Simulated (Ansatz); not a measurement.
# CH₂BLiN radical (SMILES [Li][N]1B[CH]1): functionals against CCSD(T) at one geometry

A test off equilibrium: a structure displaced at random from a GFN2-xTB minimum is computed at several levels, and each is set against CCSD(T).

Computed with Ansatz 0.2.0, Gaussian basis. Level: single points in def2-TZVPP.

Correlated methods freeze the cores. The outer core shell of Li, Na, Mg and K is correlated. Orbitals are unrestricted.

## (1) Starting geometry

SMILES `[Li][N]1B[CH]1`, 6 atoms, charge 0, spin multiplicity 2.

Atoms are counted from 1 here; the program's logs count them from 0.

Bond lengths: Li1–N2 1.749 Å, N2–B3 1.384 Å, N2–C4 1.379 Å, B3–C4 1.376 Å, B3–H5 1.153 Å, C4–H6 1.038 Å. Angles: Li1–N2–B3 151.2°, Li1–N2–C4 136.1°, B3–N2–C4 59.7°, N2–B3–C4 60.0°, N2–B3–H5 144.2°, C4–B3–H5 155.6°, N2–C4–B3 60.3°, N2–C4–H6 128.0°, B3–C4–H6 168.8°.

As a file:

```
Li   -1.56880   -1.66990   -0.41890
N    -0.27720   -0.59140    0.05640
B     0.89550    0.09170   -0.21660
C    -0.16350    0.74740    0.36760
H     1.93750    0.00470   -0.70310
H    -0.81940    1.33380    0.91930
```

## (2) CCSD(T)/def2-TZVPP

The input, run/in.yaml:

```yaml
crystal:
  periodic: [false, false, false]
  atoms:
    - {symbol: Li, position_ang: [-1.568800, -1.669900, -0.418900]}
    - {symbol: N, position_ang: [-0.277200, -0.591400, 0.056400]}
    - {symbol: B, position_ang: [0.895500, 0.091700, -0.216600]}
    - {symbol: C, position_ang: [-0.163500, 0.747400, 0.367600]}
    - {symbol: H, position_ang: [1.937500, 0.004700, -0.703100]}
    - {symbol: H, position_ang: [-0.819400, 1.333800, 0.919300]}
basis:
  gaussian: {orbitals: def2-TZVPP}
magnetization: {spin_polarized: true, initial_magnetization: 1}
correlation: {method: ccsd_t}
scf: {omitted_lower_state_checks: [cluster_reference]}
output: {forces: true}
```

The command line of these runs was not kept.

## (3) PBE0-D4/def2-TZVPP

run/in.yaml: that of step 2 with these lines changed.

```diff
@@ -12,4 +12,3 @@
 magnetization: {spin_polarized: true, initial_magnetization: 1}
-correlation: {method: ccsd_t}
-scf: {omitted_lower_state_checks: [cluster_reference]}
-output: {forces: true}
+hamiltonian: {xc: pbe0, dispersion: d4}
+output: {forces: true, orbitals: {seedname: orbitals}}
```

## (4) wB97M-V/def2-TZVPP

run/in.yaml: that of step 3 with these lines changed.

```diff
@@ -12,3 +12,3 @@
 magnetization: {spin_polarized: true, initial_magnetization: 1}
-hamiltonian: {xc: pbe0, dispersion: d4}
-output: {forces: true, orbitals: {seedname: orbitals}}
+hamiltonian: {xc: {name: wB97M-V}}
+output: {forces: true}
```

## (5) r2SCAN-D4/def2-TZVPP

run/in.yaml: that of step 4 with these lines changed.

```diff
@@ -12,3 +12,3 @@
 magnetization: {spin_polarized: true, initial_magnetization: 1}
-hamiltonian: {xc: {name: wB97M-V}}
+hamiltonian: {xc: r2scan, dispersion: d4}
 output: {forces: true}
```

## (6) PBE-D4/def2-TZVPP

run/in.yaml: that of step 5 with these lines changed.

```diff
@@ -12,3 +12,3 @@
 magnetization: {spin_polarized: true, initial_magnetization: 1}
-hamiltonian: {xc: r2scan, dispersion: d4}
+hamiltonian: {xc: pbe, dispersion: d4}
 output: {forces: true}
```

## (7) SPW92/def2-TZVPP

run/in.yaml: that of step 6 with these lines changed.

```diff
@@ -12,3 +12,3 @@
 magnetization: {spin_polarized: true, initial_magnetization: 1}
-hamiltonian: {xc: pbe, dispersion: d4}
+hamiltonian: {xc: lda}
 output: {forces: true}
```

## (8) HSE06-D4/def2-TZVPP

run/in.yaml: that of step 7 with these lines changed.

```diff
@@ -12,3 +12,3 @@
 magnetization: {spin_polarized: true, initial_magnetization: 1}
-hamiltonian: {xc: lda}
+hamiltonian: {xc: hse06, dispersion: d4}
 output: {forces: true}
```

(Steps that only read results are left out.)

Q: Predict the outcome of this session. Wanted: energy less free atoms, CCSD(T)/def2-TZVPP; RMS force component; RMS force error; HOMO and LUMO, PBE0-D4; T1 diagnostic.

As calculated:

| quantity | value |
| --- | --- |
| energy less free atoms, CCSD(T)/def2-TZVPP | -1975.1 kJ/mol |
| RMS force component | 0.920 to 1.473 eV/Å over the methods |
| RMS force error | PBE0-D4 0.387, wB97M-V 0.258, r2SCAN-D4 0.564, PBE-D4 0.667, SPW92 0.786, HSE06-D4 0.493 eV/Å |
| HOMO and LUMO, PBE0-D4 | -2.76 and -1.47 eV |
| T1 diagnostic | 0.020 |

What this shows: Against CCSD(T) the functionals' energies less atoms differ by -465.5 to -120.6 kJ/mol, PBE-D4 by -196.8 kJ/mol. A larger basis would deepen the CCSD(T) value, while the functionals are nearly converged already, so the order here is not reliable. On forces the order runs from wB97M-V to SPW92. Frozen-core CCSD(T) forces in triple zeta carry basis errors of their own, and this is one geometry, so small gaps rank nothing.
